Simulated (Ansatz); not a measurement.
# C₄H₂F₄: a ladder of functionals and wavefunction methods

How much do the methods differ for C₄H₂F₄? The plan is to run it at one geometry with functionals of several rungs and with coupled cluster, and see how far each lands from CCSD(T) at the basis-set limit for the atomisation energy.

Method: functionals in def2-TZVPP, the program's frozen cores in correlated methods; program: Ansatz 0.2.0, Gaussian basis.

Levels to be run: LDA (SPW92), PBE-D4, revPBE-D4, BLYP-D4, r2SCAN-D4, B97M-V, PBE0-D4, B3LYP-D4, r2SCANh-D4, r2SCAN0-D4, HSE06-D4, BHLYP-D4, CAM-B3LYP-D4, LC-ωPBE, ωB97X-V, ωB97M-V, B2PLYP, PBE-QIDH; CCSD(T)/def2-SVP; CCSD(T)/def2-TZVPP; MP2/def2-QZVPP; extrapolation to the limit; RPA on PBE.

## 1. The relaxed structure

All runs share one geometry, relaxed beforehand with PBE0-D4 in a triple-zeta def2 set.

SMILES `F/C=C/C(F)=C(F)F`, 10 atoms, charge 0, spin multiplicity 1.

Atoms are counted from 1 here; the program's logs count them from 0.

Bond lengths: F1–C2 1.332 Å, C2–C3 1.327 Å, C2–H9 1.083 Å, C3–C4 1.437 Å, C3–H10 1.083 Å, C4–F5 1.340 Å, C4–C6 1.331 Å, C6–F7 1.307 Å, C6–F8 1.313 Å. Angles: F1–C2–C3 121.0°, F1–C2–H9 113.2°, C3–C2–H9 125.8°, C2–C3–C4 122.4°, C2–C3–H10 119.9°, C4–C3–H10 117.7°, C3–C4–F5 117.3°, C3–C4–C6 125.2°, F5–C4–C6 117.4°, C4–C6–F7 124.5°, C4–C6–F8 123.3°, F7–C6–F8 112.1°.

Geometry (Å):

```
F    -1.36655   -1.48139   -2.19390
C    -0.55314   -0.58756   -1.63489
C    -0.43942   -0.49695   -0.31602
C     0.42872    0.45598    0.31810
F     1.13624    1.26874   -0.47792
C     0.58609    0.59570    1.63258
F     1.38016    1.46799    2.19507
F    -0.04824   -0.13782    2.51704
H    -0.02664    0.02113   -2.35892
H    -1.01412   -1.15714    0.32166
```

## 2. LDA

This LDA is Slater exchange with PW92 correlation.

The input, in.yaml:

```yaml
crystal:
  periodic: [false, false, false]
  atoms:
    - {symbol: F, position_ang: [-1.366548, -1.481386, -2.193899]}
    - {symbol: C, position_ang: [-0.553142, -0.587555, -1.634887]}
    - {symbol: C, position_ang: [-0.439418, -0.496947, -0.316016]}
    - {symbol: C, position_ang: [0.428721, 0.455982, 0.318096]}
    - {symbol: F, position_ang: [1.136244, 1.268741, -0.477924]}
    - {symbol: C, position_ang: [0.586087, 0.595704, 1.632577]}
    - {symbol: F, position_ang: [1.380163, 1.467995, 2.195074]}
    - {symbol: F, position_ang: [-0.048244, -0.137820, 2.517041]}
    - {symbol: H, position_ang: [-0.026640, 0.021125, -2.358923]}
    - {symbol: H, position_ang: [-1.014124, -1.157138, 0.321661]}
basis:
  gaussian: {orbitals: def2-TZVPP}
hamiltonian: {xc: lda}
output: {orbitals: {seedname: orbitals}}
```

Started as:

```sh
$ ansatz run in.yaml --threads 4 --pin off --events-out ev --progress --plain --max-ram 11315MiB
```

The runs that follow: PBE-D4 (GGA); revPBE-D4 (GGA); BLYP-D4 (GGA); r2SCAN-D4 (meta-GGA); B97M-V (meta-GGA); PBE0-D4 (hybrid); B3LYP-D4 (hybrid); r2SCANh-D4 (hybrid); r2SCAN0-D4 (hybrid); HSE06-D4 (hybrid); BHLYP-D4 (hybrid); CAM-B3LYP-D4 (range-separated); LC-ωPBE (range-separated); ωB97X-V (range-separated); ωB97M-V (range-separated); B2PLYP (double hybrid); PBE-QIDH (double hybrid); CCSD(T) in def2-SVP; CCSD(T) in def2-TZVPP; MP2 in def2-QZVPP; RPA on PBE orbitals.

Q: Predict the results of all the runs planned. Wanted: atomisation energy, CCSD(T)/CBS; farthest beyond LDA; mean size of error, GGA; mean size of error, meta-GGA; mean size of error, hybrid; mean size of error, range-separated; mean size of error, double hybrid; gap, smallest and largest; T1 diagnostic.

The runs gave:

| quantity | value |
| --- | --- |
| atomisation energy, CCSD(T)/CBS | 4343.1 kJ/mol |
| functionals within 21.7 kJ/mol (0.5 %) | B3LYP-D4, r2SCANh-D4, PBE-QIDH |
| farthest beyond LDA | PBE-D4 (+269.5 kJ/mol) |
| mean size of error, GGA | 146.1 kJ/mol |
| mean size of error, meta-GGA | 52.4 kJ/mol |
| mean size of error, hybrid | 83.7 kJ/mol |
| mean size of error, range-separated | 42.3 kJ/mol |
| mean size of error, double hybrid | 14.4 kJ/mol |
| gap, smallest and largest | 3.78 eV (LDA (SPW92)), 10.63 eV (LC-ωPBE) |
| T1 diagnostic | 0.0128 |
| triples share of the correlation energy | 3.7 % |

What this shows: The LDA atomisation energy is off by 960.0 kJ/mol (22 %): it overbinds. PBE-D4 is off by +269.5 kJ/mol. Double hybrids carry the basis error of their MP2 part in triple zeta, and no dispersion term here, so their miss is partly the set-up's. Taken by rung, double hybrid functionals do best (14.4 kJ/mol on average) and GGA ones worst beyond LDA (146.1 kJ/mol). The reference freezes the cores and leaves out relativity and excitations past (T), so misses under about 21.7 kJ/mol can't be ranked. Hartree-Fock recovers 69 % of the binding; the rest is correlation. CCSD(T) in def2-SVP is off by -188.5 kJ/mol, so the small basis spoils what the method gains. Orbital gaps span 3.8 to 10.6 eV; exact exchange widens them. The restricted reference is unstable towards a spin-broken one.
